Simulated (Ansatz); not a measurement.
**Ni: properties at the relaxed cell**

One table from this session's results is given with a row withheld; the runs are named, their logs left out.

This is Ni in the bcc structure; at room conditions it is fcc.

Method: DFT r2SCAN, scalar-relativistic, plane waves, PAW, in Ansatz 0.2.0.

## The structure to begin with

It takes space group Im-3m (No. 229, cubic). Conventional cell: a = 2.766 Å, b = 2.766 Å, c = 2.766 Å, α = 90.00°, β = 90.00°, γ = 90.00°. Ni (site symmetry m-3m) is surrounded by 8 Ni at 2.40 Å.

Coordinates:

```cif
data_structure
_symmetry_space_group_name_H-M 'P 1'
_symmetry_Int_Tables_number 1
_cell_length_a 2.3955
_cell_length_b 2.3955
_cell_length_c 2.3955
_cell_angle_alpha 109.471
_cell_angle_beta 109.471
_cell_angle_gamma 109.471
_cell_volume 10.58
loop_
_atom_site_label
_atom_site_type_symbol
_atom_site_fract_x
_atom_site_fract_y
_atom_site_fract_z
_atom_site_occupancy
Ni1 Ni 0.00000 0.00000 0.00000 1
```

It goes back to an entry of the Materials Project, which need not be the stable form.

It is the result of an earlier relaxation at this level (volume 10.58 Å³/atom; gap on the mesh: none (metal), site moments up to 0.7 μB).

Set-up of the first run:

input.yaml reads:

```yaml
crystal:
  lattice:
    - [-1.383038118, 1.383038118, 1.383038118]
    - [1.383038118, -1.383038118, 1.383038118]
    - [1.383038118, 1.383038118, -1.383038118]
  atoms:
    - { symbol: Ni, position: [0.0, 0.0, 0.0], spin: 0.76 }
basis:
  ecutwfc: 500
kpoints:
  mp_grid: { grid: [22, 22, 22] }
  band_path:
    path:
      - [[0.0, 0.0, 0.0], [0.5, -0.5, 0.5], [0.0, 0.0, 0.5], [0.0, 0.0, 0.0], [0.25, 0.25, 0.25], [0.5, -0.5, 0.5]]
      - [[0.25, 0.25, 0.25], [0.0, 0.0, 0.5]]
    npoints: 14
hamiltonian:
  xc: r2scan
scf:
  occupations: { method: gaussian, width: 0.1 }
  n_extra_bands: 6
output:
  forces: true
  stress: true
  eigenvalues: true
  populations: true
  dos: { projected: true, de: 0.02, nscf_kmesh: { grid: [33, 33, 33] } }
  bader: true
magnetization:
  spin_polarized: true
checkpoint:
  read: start.run
  write: ck
  compress: false
  write_wavefunctions: false
  write_every: 100000
```

On the command line:

```bash
$ ansatz run input.yaml --threads 1 --pin off --max-ram 2560MiB --backend cpu --events-out ev --progress --plain --runs-dir out
```

Among the steps run: Static run: bands, density of states and charges; Back to the database's cell; Point at V/V0 = 0.97; Point at V/V0 = 1.03; Point at V/V0 = 0.94; Volume × 1.06; Volume × 0.91; The cell scaled to 1.10 of its volume; Volume × 0.88.

One table of the session follows, with a row left open; its other results are not shown here.

It belongs to the step «Equation of state». 

| volume (Å³/atom) | energy above the lowest point (meV/atom) | pressure (GPa) | largest moment (μB) |
| --- | --- | --- | --- |
| 9.312 | 130.1 | 37.30 | 0.62 |
| 9.630 | 68.5 | 25.39 | 0.64 |
| 9.947 | 28.5 | 15.41 | 0.66 |
| 10.264 | 6.7 | 7.03 | 0.68 |
| 10.582 | 0.0 | 0.00 | 0.69 |
| 10.899 | 6.1 | -5.90 | 0.71 |
| 11.217 | ? | ? | ? |
| 11.640 | 58.7 | -16.20 | 0.74 |

Q: Estimate the row for volume (Å³/atom) = 11.217 from the others.

Worked estimate for «energy above the lowest point (meV/atom)». A straight line through the neighbours (10.899, 6.1) and (11.640, 58.7) gives 6.1 + (58.7 − 6.1) × (11.217 − 10.899) / (11.640 − 10.899) = 28.7; a parabola fitted to 3 rows on both sides gives 22.1.

The run gave: energy above the lowest point (meV/atom): 22.8; pressure (GPa): -10.83; largest moment (μB): 0.72. In «energy above the lowest point (meV/atom)» the line misses by +5.9 and the parabola by -0.7.

Caveats from the session: Other magnetic orders or occupations could lie lower; they were not searched in full. Warnings in the runs' records: stability check not made.
